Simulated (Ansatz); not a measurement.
**C2H5FGa radical: a spread of methods and bases**

How do the results and run time of C2H5FGa radical respond when the settings are drawn wide?

Program: Ansatz 0.2.0, Gaussian basis. Level of theory: the settings change from run to run. These are calculated values, not measurements.

## (1) The molecule

An earlier PBE0-D4 in a triple-zeta def2 set relaxation fixed the geometry.

SMILES `[CH2][Ga]([CH3])[F]`, 9 atoms, charge 0, spin multiplicity 2.

Atoms are counted from 1 here; the program's logs count them from 0.

Bond lengths: C1–Ga2 1.925 Å, C1–H5 1.086 Å, C1–H6 1.086 Å, Ga2–C3 1.948 Å, Ga2–F4 1.771 Å, C3–H7 1.092 Å, C3–H8 1.092 Å, C3–H9 1.090 Å. Angles: Ga2–C1–H5 123.8°, Ga2–C1–H6 121.8°, H5–C1–H6 114.5°, C1–Ga2–C3 133.8°, C1–Ga2–F4 112.0°, C3–Ga2–F4 114.1°, Ga2–C3–H7 109.6°, Ga2–C3–H8 109.5°, Ga2–C3–H9 112.2°, H7–C3–H8 107.5°, H7–C3–H9 109.0°, H8–C3–H9 108.9°.

## (2) r2SCAN50/aug-pcseg-2

This run has D3(BJ) with three-body dispersion, high accuracy.

Contents of in.yaml:

```yaml
crystal:
  periodic: [false, false, false]
  atoms:
    - {symbol: C, position_ang: [-1.145911, 1.625748, -0.048996]}
    - {symbol: Ga, position_ang: [-0.469060, -0.161372, 0.179024]}
    - {symbol: C, position_ang: [1.261022, -0.999770, -0.137827]}
    - {symbol: F, position_ang: [-1.701209, -1.262167, 0.816003]}
    - {symbol: H, position_ang: [-0.551936, 2.452607, -0.427680]}
    - {symbol: H, position_ang: [-2.171549, 1.884417, 0.197508]}
    - {symbol: H, position_ang: [1.139342, -1.841620, -0.822544]}
    - {symbol: H, position_ang: [1.652524, -1.395022, 0.801996]}
    - {symbol: H, position_ang: [1.986766, -0.302810, -0.557475]}
basis:
  gaussian: {orbitals: aug-pcseg-2}
magnetization: {spin_polarized: true, initial_magnetization: 1}
hamiltonian: {xc: {name: r2SCAN50}, dispersion: d3bjatm}
accuracy: high
output: {forces: true}
```

The run is started by

```console
> ansatz run in.yaml --threads 4 --pin off --events-out ev --progress --plain --max-ram 10444MiB
```

Standard output, shortened:

```text
Functional definition: r2SCAN50
  name "r2SCAN50"
  cite "Bursch, Neugebauer, Ehlert & Grimme, J. Chem. Phys. 156, 134105 (2022) doi:10.1063/5.0086040"
  cite "Furness, Kaplan, Ning, Perdew & Sun, J. Phys. Chem. Lett. 11, 8208 (2020) doi:10.1021/acs.jpclett.0c02405"
  cite "Furness, Kaplan, Ning, Perdew & Sun, J. Phys. Chem. Lett. 11, 9248 (2020) doi:10.1021/acs.jpclett.0c03077"
  parent r2scan
[...]
4659 factors; integrals over basis functions are off by at most 4.2e-9 eV
[...]
mean field -57247.85800623 eV, -2103.8199777371 hartree, gradient 4.1e-8 eV, S^2 0.756660; 0 other end points of the search recorded, 0 dependent functions left out
[...]
reference -57247.85801060 eV, -2103.8199778979 hartree; 29, 28 occupied and 283, 284 virtual orbitals, 4659 factors
Total energy: -57247.90692639 eV, -2103.8217755197 hartree
Atom 0 at    -1.145911     1.625748    -0.048996 Å, force    -0.045604     0.125876    -0.016591 eV/Å
Atom 1 at    -0.469060    -0.161372     0.179024 Å, force    -0.287015    -0.252246     0.147421 eV/Å
Atom 2 at     1.261022    -0.999770    -0.137827 Å, force     0.064076    -0.037091    -0.009523 eV/Å
Atom 3 at    -1.701209    -1.262167     0.816003 Å, force     0.428687     0.375332    -0.219592 eV/Å
Atom 4 at    -0.551936     2.452607    -0.427680 Å, force    -0.202629    -0.278072     0.128086 eV/Å
Atom 5 at    -2.171549     1.884417     0.197508 Å, force     0.342055    -0.084656    -0.082647 eV/Å
Atom 6 at     1.139342    -1.841620    -0.822544 Å, force     0.042971     0.259050     0.211953 eV/Å
Atom 7 at     1.652524    -1.395022     0.801996 Å, force    -0.116332     0.119659    -0.292990 eV/Å
Atom 8 at     1.986766    -0.302810    -0.557475 Å, force    -0.226209    -0.227853     0.133884 eV/Å
Dipole moment:     0.433138     0.384517    -0.223044 e Å
```

Run time: 65 s. Hardware: 4 threads of Arm Neoverse V1, shared host; peak memory 3.6 GiB.

Largest force 0.611 eV/Å, dipole 2.98 D, ⟨S²⟩ 0.757.

## (3) wPBEh/6-31G

This run has atoms shaken by 0.15 Å, high accuracy.

Contents of in.yaml:

```yaml
crystal:
  periodic: [false, false, false]
  atoms:
    - {symbol: C, position_ang: [-1.281131, 1.691901, 0.044924]}
    - {symbol: Ga, position_ang: [-0.484220, 0.235865, 0.040430]}
    - {symbol: C, position_ang: [1.345322, -1.165885, -0.005278]}
    - {symbol: F, position_ang: [-1.866299, -1.295373, 0.795576]}
    - {symbol: H, position_ang: [-0.509973, 2.564864, -0.593540]}
    - {symbol: H, position_ang: [-2.109779, 1.772724, 0.232286]}
    - {symbol: H, position_ang: [1.120632, -1.868662, -0.819810]}
    - {symbol: H, position_ang: [1.408812, -1.366121, 0.758011]}
    - {symbol: H, position_ang: [2.068520, -0.045493, -0.223743]}
basis:
  gaussian: {orbitals: 6-31G}
magnetization: {spin_polarized: true, initial_magnetization: 1}
hamiltonian: {xc: {name: wPBEh}}
accuracy: high
```

Same command.

Standard output, shortened:

```text
Functional definition: wPBEh
  name "wPBEh"
  cite "Heyd, Scuseria & Ernzerhof, J. Chem. Phys. 118, 8207 (2003) doi:10.1063/1.1564060"
  cite "Krukau, Vydrov, Izmaylov & Scuseria, J. Chem. Phys. 125, 224106 (2006) doi:10.1063/1.2404663"
  cite "Heyd & Scuseria, J. Chem. Phys. 120, 7274 (2004) doi:10.1063/1.1668634"
  cite "Ernzerhof & Perdew, J. Chem. Phys. 109, 3313 (1998) doi:10.1063/1.476928"
  cite "Perdew, Burke & Ernzerhof, Phys. Rev. Lett. 77, 3865 (1996) doi:10.1103/PhysRevLett.77.3865"
  parent pbe
[...]
1446 factors; integrals over basis functions are off by at most 5.5e-9 eV
103 factors; integrals over basis functions are off by at most 1.5e-9 eV
[...]
mean field -57219.33576629 eV, -2102.7718047524 hartree, gradient 6.2e-8 eV, S^2 0.756719; 0 other end points of the search recorded, 0 dependent functions left out
reference -57219.33577164 eV, -2102.7718049492 hartree; 29, 28 occupied and 37, 38 virtual orbitals, 1446 factors
Total energy: -57219.33577164 eV, -2102.7718049492 hartree
```

Wall time 4.4 s (4 threads of Arm Neoverse V1, shared host).

⟨S²⟩ 0.757.

## (4) PBE0-DH/cc-pVTZ

Set apart from the defaults: finite nuclei.

Contents of in.yaml:

```yaml
crystal:
  periodic: [false, false, false]
  atoms:
    - {symbol: C, position_ang: [-1.145911, 1.625748, -0.048996]}
    - {symbol: Ga, position_ang: [-0.469060, -0.161372, 0.179024]}
    - {symbol: C, position_ang: [1.261022, -0.999770, -0.137827]}
    - {symbol: F, position_ang: [-1.701209, -1.262167, 0.816003]}
    - {symbol: H, position_ang: [-0.551936, 2.452607, -0.427680]}
    - {symbol: H, position_ang: [-2.171549, 1.884417, 0.197508]}
    - {symbol: H, position_ang: [1.139342, -1.841620, -0.822544]}
    - {symbol: H, position_ang: [1.652524, -1.395022, 0.801996]}
    - {symbol: H, position_ang: [1.986766, -0.302810, -0.557475]}
basis:
  gaussian: {orbitals: cc-pVTZ, nuclear_model: gaussian}
magnetization: {spin_polarized: true, initial_magnetization: 1}
hamiltonian: {xc: {name: PBE0-DH}}
```

The command is unchanged.

Standard output, shortened:

```text
Functional definition: PBE0-DH
  name "PBE0-DH"
  cite "Brémond & Adamo, J. Chem. Phys. 135, 024106 (2011) doi:10.1063/1.3604569"
  cite "Perdew, Burke & Ernzerhof, Phys. Rev. Lett. 77, 3865 (1996) doi:10.1103/PhysRevLett.77.3865"
[...]
1188 factors; integrals over basis functions are off by at most 1.1e-3 eV
[...]
mean field -57234.55517411 eV, -2103.3311076735 hartree, gradient 3.6e-6 eV, S^2 0.755501; 0 other end points of the search recorded, 0 dependent functions left out
12 core orbitals not correlated: weight in the atoms' cores, before any rotation towards them, 1.000 or more for the frozen orbitals, at most 0.000 for the correlated occupied ones
reference -57234.55519497 eV, -2103.3311084402 hartree; 17, 16 occupied and 174, 175 virtual orbitals, 1188 factors
second order -24.47262454 eV of doubles, -0.00000000 eV of singles
Total energy: -57237.61427304 eV, -2103.4435274857 hartree
```

It took 5 s on 4 threads of Arm Neoverse V1, shared host; peak memory 0.58 GiB.

⟨S²⟩ 0.756.

## (5) r2SCANh/x2c-TZVPPall

Options: a point charge of 1.00 e beside it, D3(BJ) dispersion.

in.yaml: that of step 4 with these lines changed.

```diff
@@ -13,4 +13,4 @@
 basis:
-  gaussian: {orbitals: cc-pVTZ, nuclear_model: gaussian}
+  gaussian: {orbitals: x2c-TZVPPall, point_charges: [{charge: 1.00, position_ang: [5.737, -0.118, -0.741]}]}
 magnetization: {spin_polarized: true, initial_magnetization: 1}
-hamiltonian: {xc: {name: PBE0-DH}}
+hamiltonian: {xc: {name: r2SCANh}, dispersion: d3bj}
```

Same command.

Standard output, shortened:

```text
Warning: the engine holds no damping parameters fitted to this dispersion correction and functional, so the run takes those fitted to r2scanh beside the three-body term, which d3bj leaves out (hamiltonian.dispersion, under Limitations)
Functional definition: r2SCANh
  name "r2SCANh"
  cite "Bursch, Neugebauer, Ehlert & Grimme, J. Chem. Phys. 156, 134105 (2022) doi:10.1063/5.0086040"
  cite "Furness, Kaplan, Ning, Perdew & Sun, J. Phys. Chem. Lett. 11, 8208 (2020) doi:10.1021/acs.jpclett.0c02405"
  cite "Furness, Kaplan, Ning, Perdew & Sun, J. Phys. Chem. Lett. 11, 9248 (2020) doi:10.1021/acs.jpclett.0c03077"
  parent r2scan
[...]
1202 factors; their error is unknown
[...]
mean field -57769.44488018 eV, -2122.9879418103 hartree, gradient 6.1e-5 eV, S^2 0.756592; 0 other end points of the search recorded, 0 dependent functions left out
reference -57769.44489301 eV, -2122.9879422820 hartree; 29, 28 occupied and 182, 183 virtual orbitals, 1202 factors
Total energy: -57769.48456630 eV, -2122.9894002483 hartree
Relativity: scalar
```

Run time: 7 s. Hardware: 4 threads of Arm Neoverse V1, shared host; peak memory 0.68 GiB.

⟨S²⟩ 0.757.

## (6) wB97X/aug-pcseg-2

Set apart from the defaults: high accuracy.

in.yaml: that of step 5 with these lines changed.

```diff
@@ -13,4 +13,6 @@
 basis:
-  gaussian: {orbitals: x2c-TZVPPall, point_charges: [{charge: 1.00, position_ang: [5.737, -0.118, -0.741]}]}
+  gaussian: {orbitals: aug-pcseg-2}
 magnetization: {spin_polarized: true, initial_magnetization: 1}
-hamiltonian: {xc: {name: r2SCANh}, dispersion: d3bj}
+hamiltonian: {xc: {name: wB97X}}
+accuracy: high
+output: {forces: true}
```

Launched as before.

Standard output, shortened:

```text
Functional definition: wB97X
  name "wB97X"
  cite "Chai & Head-Gordon, J. Chem. Phys. 128, 084106 (2008) doi:10.1063/1.2834918"
  cite "Becke, J. Chem. Phys. 107, 8554 (1997) doi:10.1063/1.475007"
[...]
  # The coefficients of nought are those of the uniform gas.
[...]
      + exact_x_lr(omega)
[...]
      + integral(e_c_pw_opposite_spin*poly(b97_u_opposite, 1, cos1, cos2, cos3, cos4))
4659 factors; integrals over basis functions are off by at most 4.2e-9 eV
845 factors; integrals over basis functions are off by at most 2.4e-9 eV
[...]
mean field -57253.58235847 eV, -2104.0303438018 hartree, gradient 1.0e-7 eV, S^2 0.754022; 0 other end points of the search recorded, 0 dependent functions left out
[...]
reference -57253.58235220 eV, -2104.0303435713 hartree; 29, 28 occupied and 283, 284 virtual orbitals, 4659 factors
Total energy: -57253.58235220 eV, -2104.0303435713 hartree
Atom 0 at    -1.145911     1.625748    -0.048996 Å, force     0.001891    -0.020507     0.004478 eV/Å
Atom 1 at    -0.469060    -0.161372     0.179024 Å, force     0.090339     0.123336    -0.057101 eV/Å
Atom 2 at     1.261022    -0.999770    -0.137827 Å, force    -0.026679     0.000273     0.009003 eV/Å
Atom 3 at    -1.701209    -1.262167     0.816003 Å, force    -0.053911    -0.049879     0.028438 eV/Å
Atom 4 at    -0.551936     2.452607    -0.427680 Å, force    -0.047222    -0.065186     0.029834 eV/Å
Atom 5 at    -2.171549     1.884417     0.197508 Å, force     0.081238    -0.017782    -0.020232 eV/Å
Atom 6 at     1.139342    -1.841620    -0.822544 Å, force     0.020062     0.060512     0.049706 eV/Å
Atom 7 at     1.652524    -1.395022     0.801996 Å, force    -0.019290     0.026189    -0.074369 eV/Å
Atom 8 at     1.986766    -0.302810    -0.557475 Å, force    -0.046428    -0.056955     0.030243 eV/Å
Dipole moment:     0.416320     0.380552    -0.216971 e Å
```

It took 1.7 min on 4 threads of Arm Neoverse V1, shared host; peak memory 4.5 GiB.

Largest force 0.163 eV/Å, dipole 2.90 D, ⟨S²⟩ 0.754.

## (7) wB97M-V/aug-pcseg-2

This run has restricted open-shell orbitals.

in.yaml: that of step 6 with these lines changed.

```diff
@@ -14,5 +14,4 @@
   gaussian: {orbitals: aug-pcseg-2}
-magnetization: {spin_polarized: true, initial_magnetization: 1}
-hamiltonian: {xc: {name: wB97X}}
-accuracy: high
+magnetization: {spin_polarized: false, initial_magnetization: 1}
+hamiltonian: {xc: {name: wB97M-V}}
 output: {forces: true}
```

The command is unchanged.

Standard output, shortened:

```text
Functional definition: wB97M-V
  name "wB97M-V"
  cite "Mardirossian & Head-Gordon, J. Chem. Phys. 144, 214110 (2016) doi:10.1063/1.4952647"
  cite "Becke, J. Chem. Phys. 107, 8554 (1997) doi:10.1063/1.475007"
  cite "Vydrov & Van Voorhis, J. Chem. Phys. 133, 244103 (2010) doi:10.1063/1.3521275"
  # Of w^i u^j: cxij and so on, Table III.
[...]
  gx(w, u) = 1 - cx + cx01*u + cx10*w
  gss(w, u) = css00 + css04*u^4 + css10*w + css20*w^2 + css43*w^4*u^3
  gos(w, u) = cos00 + cos10*w + (cos20 + cos21*u)*w^2 + (cos60 + cos61*u)*w^6
[...]
      + integral(e_c_pw_mod_opposite_spin*gos(b97_w_opposite, b97_u_opposite)) + vv10(b, c)
1369 factors; their error is unknown
589 factors; integrals over basis functions are off by at most 2.4e-5 eV
[...]
Total energy: -57248.21262774 eV, -2103.8330098373 hartree
Atom 0 at    -1.145911     1.625748    -0.048996 Å, force    -0.036021     0.082375    -0.008998 eV/Å
Atom 1 at    -0.469060    -0.161372     0.179024 Å, force     0.082059     0.095227    -0.047907 eV/Å
Atom 2 at     1.261022    -0.999770    -0.137827 Å, force     0.039708    -0.023382    -0.005364 eV/Å
Atom 3 at    -1.701209    -1.262167     0.816003 Å, force    -0.062036    -0.051500     0.031270 eV/Å
Atom 4 at    -0.551936     2.452607    -0.427680 Å, force    -0.086866    -0.115848     0.054009 eV/Å
Atom 5 at    -2.171549     1.884417     0.197508 Å, force     0.143857    -0.030690    -0.035951 eV/Å
Atom 6 at     1.139342    -1.841620    -0.822544 Å, force     0.018706     0.081656     0.065367 eV/Å
Atom 7 at     1.652524    -1.395022     0.801996 Å, force    -0.031642     0.037272    -0.094381 eV/Å
Atom 8 at     1.986766    -0.302810    -0.557475 Å, force    -0.067766    -0.075111     0.041954 eV/Å
Dipole moment:     0.413937     0.378194    -0.215701 e Å
```

Run time: 32 s. Hardware: 4 threads of Arm Neoverse V1, shared host; peak memory 1.8 GiB.

Largest force 0.155 eV/Å, dipole 2.89 D.

## (8) LC-wPBE/def2-TZVPP

Set apart from the defaults: charge -1, multiplicity 1, density fitting with def2-universal-jkfit.

in.yaml: that of step 7 with these lines changed.

```diff
@@ -13,5 +13,4 @@
 basis:
-  gaussian: {orbitals: aug-pcseg-2}
-magnetization: {spin_polarized: false, initial_magnetization: 1}
-hamiltonian: {xc: {name: wB97M-V}}
-output: {forces: true}
+  gaussian: {orbitals: def2-TZVPP, fitting: {mean_field: def2-universal-jkfit}}
+total_charge: -1
+hamiltonian: {xc: {name: LC-wPBE}}
```

Same command.

Standard output, shortened:

```text
Functional definition: LC-wPBE
  name "LC-wPBE"
  cite "Vydrov & Scuseria, J. Chem. Phys. 125, 234109 (2006) doi:10.1063/1.2409292"
  cite "Heyd & Scuseria, J. Chem. Phys. 120, 7274 (2004) doi:10.1063/1.1668634"
  cite "Ernzerhof & Perdew, J. Chem. Phys. 109, 3313 (1998) doi:10.1063/1.476928"
  cite "Perdew, Burke & Ernzerhof, Phys. Rev. Lett. 77, 3865 (1996) doi:10.1103/PhysRevLett.77.3865"
  parent pbe
[...]
583 factors; integrals over basis functions are off by at most 1.6e0 eV
583 factors; integrals over basis functions are off by at most 3.6e-5 eV
[...]
mean field -57243.90927930 eV, -2103.6748646989 hartree, gradient 5.4e-5 eV, S^2 0.000000; 0 other end points of the search recorded, 0 dependent functions left out
reference -57243.90927931 eV, -2103.6748646991 hartree; 29, 29 occupied and 182, 182 virtual orbitals, 583 factors
Total energy: -57243.90927931 eV, -2103.6748646991 hartree
```

It took 1.8 s on 4 threads of Arm Neoverse V1, shared host.

## (9) B2PLYP/STO-3G

Options: multiplicity 4, density fitting with cc-pVTZ-jkfit, a point charge of 0.50 e beside it.

in.yaml: that of step 8 with these lines changed.

```diff
@@ -13,4 +13,4 @@
 basis:
-  gaussian: {orbitals: def2-TZVPP, fitting: {mean_field: def2-universal-jkfit}}
-total_charge: -1
-hamiltonian: {xc: {name: LC-wPBE}}
+  gaussian: {orbitals: STO-3G, fitting: {mean_field: cc-pVTZ-jkfit}, point_charges: [{charge: 0.50, position_ang: [5.221, -0.461, -0.723]}]}
+magnetization: {spin_polarized: true, initial_magnetization: 3}
+hamiltonian: {xc: {name: B2PLYP}}
```

Same command.

Standard output, shortened:

```text
Functional definition: B2PLYP
  name "B2PLYP"
  cite "Grimme, J. Chem. Phys. 124, 034108 (2006) doi:10.1063/1.2148954"
  cite "Becke, Phys. Rev. A 38, 3098 (1988) doi:10.1103/PhysRevA.38.3098"
  cite "Lee, Yang & Parr, Phys. Rev. B 37, 785 (1988) doi:10.1103/PhysRevB.37.785"
[...]
594 factors; integrals over basis functions are off by at most 1.7e-2 eV
[...]
mean field -56549.40372663 eV, -2078.1522563912 hartree, gradient 1.6e-7 eV, S^2 3.762262; 6 other end points of the search recorded, 0 dependent functions left out
12 core orbitals not correlated: weight in the atoms' cores, before any rotation towards them, 0.999 or more for the frozen orbitals, at most 0.000 for the correlated occupied ones
reference -56549.40384951 eV, -2078.1522609070 hartree; 18, 15 occupied and 8, 11 virtual orbitals, 594 factors
second order -5.17184581 eV of doubles, -0.00000000 eV of singles
Total energy: -56550.80024788 eV, -2078.2035776006 hartree
```

It took 8 s on 4 threads of Arm Neoverse V1, shared host.

⟨S²⟩ 3.762.

## (10) The runs in one table

```
               level  charge  multiplicity               geometry  functions  energy (eV)     time
r2SCAN50/aug-pcseg-2       0             2                relaxed        312   -57247.907     65 s
         wPBEh/6-31G       0             2                 shaken         66   -57219.336    4.4 s
     PBE0-DH/cc-pVTZ       0             2                relaxed        203   -57237.614      5 s
r2SCANh/x2c-TZVPPall       0             2  relaxed, point charge        211   -57769.485      7 s
   wB97X/aug-pcseg-2       0             2                relaxed        312   -57253.582  1.7 min
 wB97M-V/aug-pcseg-2       0             2                relaxed        312   -57248.213     32 s
  LC-wPBE/def2-TZVPP      -1             1                relaxed        211   -57243.909    1.8 s
       B2PLYP/STO-3G       0             4  relaxed, point charge         38   -56550.800      8 s
```

## (11) Summary of results

```
                                         quantity                       value
                                             runs                           8
                                         quickest   LC-wPBE/def2-TZVPP, 1.8 s
                                          slowest  wB97X/aug-pcseg-2, 1.7 min
spread of total energies, same state and geometry                     16.0 eV
                  dipole, same state and geometry              2.89 to 2.98 D
```

**Reading.** wB97X/aug-pcseg-2 took 56 times as long as LC-wPBE/def2-TZVPP. The jobs differ in tasks and options as well as level. The totals spread over 16 eV; they can't be compared across methods or bases. At the PBE0-D4/def2-TZVP geometry and in the same state, runs without warnings or point charges leave forces up to 0.61 eV/Å (r2SCAN50/aug-pcseg-2). At that geometry and state the dipole changes by 3 % between the lowest and highest value.
